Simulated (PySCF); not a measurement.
# C8H9P: the cost of one run

Programs: PySCF 2.14.0, with routines of our own; each step states its level. All values are computed. Atoms count from 0.

## (1) The starting structure

18 atoms, charge 0, multiplicity 1; geometry from: GFN2-xTB.

## (2) Magnetic properties: GIAO PBE/pcSseg-1

The job: settings as JSON, then the geometry in Å.

```
{"job": {"kind": "mag", "xc": "PBE", "basis": "pcSseg-1", "isotopologues": 0}, "charge": 0, "multiplicity": 1}
C     -2.772345     0.448391     0.171858
P     -1.140348     0.049203    -0.084921
C     -0.108341     1.505875    -0.358256
C      1.192423     1.289886    -0.238324
C      1.661769    -0.116541     0.069798
C      0.995297    -0.543633     1.360762
C     -0.327395    -0.531470     1.419336
C      1.148891    -1.018892    -1.028031
C     -0.158146    -1.052694    -1.227312
H     -3.203144     0.919258    -0.710862
H     -3.346580    -0.428181     0.469208
H     -0.576134     2.457514    -0.552086
H      1.945355     2.055811    -0.342680
H      2.748124    -0.161449     0.152241
H      1.634375    -0.836182     2.179499
H     -0.925019    -0.787548     2.279185
H      1.871442    -1.588749    -1.592902
H     -0.648982    -1.654282    -1.978172
```

With the program's defaults for keys left out, this is: GIAO PBE/pcSseg-1 magnetisability, rotational g tensor and spin-rotation constants, non-relativistic, gas phase.

Started as:

```
$ OMP_NUM_THREADS=1 python excited_run.py task.json out
```

One launch serves the whole session: the jobs run in the order shown.

Q: Estimate the wall time and peak memory of this first job on 1 thread of Arm Neoverse N1, shared host.

About 2 min, with a peak of 0.73 GiB.
